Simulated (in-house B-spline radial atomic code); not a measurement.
# Lu⁺: excited configurations

How much energy does it take to promote electrons of Lu⁺ to other shells? Each configuration is solved by itself and compared with the reference.

Method: scalar-relativistic (spin-free one-electron X2C) LDA (Slater, VWN5), spin-polarised, spherical fractional occupations, Fermi nucleus, basis-set limit. Code: in-house B-spline radial atomic code version 1.

**1. The atom as given**

```
element       : lutetium (Z = 71)
charge        : +1
electrons     : 70
configuration : [Xe] 4f14 6s2
Hamiltonian   : scalar-relativistic (X2C)
nucleus       : Fermi, rms radius 5.370 fm
```

Outer shells as boxes (Hund's rule):

[Xe] 4f14 6s2
```
[Xe] core
4f [↑↓][↑↓][↑↓][↑↓][↑↓][↑↓][↑↓]
6s [↑↓]
```

Where spins are not typed, each open shell is filled with up spins first.

**2. The base configuration**

Settings, as recorded:

```ini
Z = 71
electrons = 70.0
configuration = [Xe] 4f14 6s2
hamiltonian = x2c
method = lda,vwn
spin_polarised = True
nucleus = fermi
rms_radius = 5.37
mass_number = 175
atomic_mass = 174.940777211
speed_of_light = 137.035999084
```

**3. Configuration [Kr] 4d9 4f14 5s2 5p6 6s2 7d1**

The settings differ from step 2 so:

```diff
@@ -2,3 +2,3 @@
 electrons = 70.0
-configuration = [Xe] 4f14 6s2
+configuration = [Kr] 4d9 4f14 5s2 5p6 6s2 7d1
 hamiltonian = x2c
```

**4. Run with [Xe] 4f13 6s2 7f1**

The settings differ from step 3 so:

```diff
@@ -2,3 +2,3 @@
 electrons = 70.0
-configuration = [Kr] 4d9 4f14 5s2 5p6 6s2 7d1
+configuration = [Xe] 4f13 6s2 7f1
 hamiltonian = x2c
```

**5. Run with [Xe] 4f13 6s2 7s1**

The settings differ from step 4 so:

```diff
@@ -2,3 +2,3 @@
 electrons = 70.0
-configuration = [Xe] 4f13 6s2 7f1
+configuration = [Xe] 4f13 6s2 7s1
 hamiltonian = x2c
```

**6. Configuration [Kr] 4d9 4f14 5s2 5p6 6s2 6f1**

The settings differ from step 5 so:

```diff
@@ -2,3 +2,3 @@
 electrons = 70.0
-configuration = [Xe] 4f13 6s2 7s1
+configuration = [Kr] 4d9 4f14 5s2 5p6 6s2 6f1
 hamiltonian = x2c
```

**7. [Kr] 4d10 4f14 5s2 5p5 6s2 7s1**

The settings differ from step 6 so:

```diff
@@ -2,3 +2,3 @@
 electrons = 70.0
-configuration = [Kr] 4d9 4f14 5s2 5p6 6s2 6f1
+configuration = [Kr] 4d10 4f14 5s2 5p5 6s2 7s1
 hamiltonian = x2c
```

**Question.** How far above the reference does each configuration lie (order and size, in eV)?

The runs gave:

| net move | configuration | 2|M_S|+1 | energy above the reference (eV) | largest <r> (bohr) |
| --- | --- | --- | --- | --- |
| 4f → 7s | [Xe] 4f13 6s2 7s1 | 3 | 21.281 | 6.54 |
| 4f → 7f | [Xe] 4f13 6s2 7f1 | 3 | 26.035 | 20.4 |
| 5p → 7s | [Kr] 4d10 4f14 5s2 5p5 6s2 7s1 | 3 | 40.590 | 6.56 |
| 4d → 7d | [Kr] 4d9 4f14 5s2 5p6 6s2 7d1 | 3 | 207.08 | 11.5 |
| 4d → 6f | [Kr] 4d9 4f14 5s2 5p6 6s2 6f1 | 3 | 207.77 | 13.1 |

The energies run from 21.281 eV (4f → 7s) to 207.77 eV (4d → 6f). 5 of them lie more than 60 % above minus the reference's highest level (11.268 eV), in the range where a state can decay by emitting an electron. The reference has 2|M_S|+1 = 1; 5 of the configurations differ from it in spin. These are spherical averages at the typed spins, not spectroscopic levels.
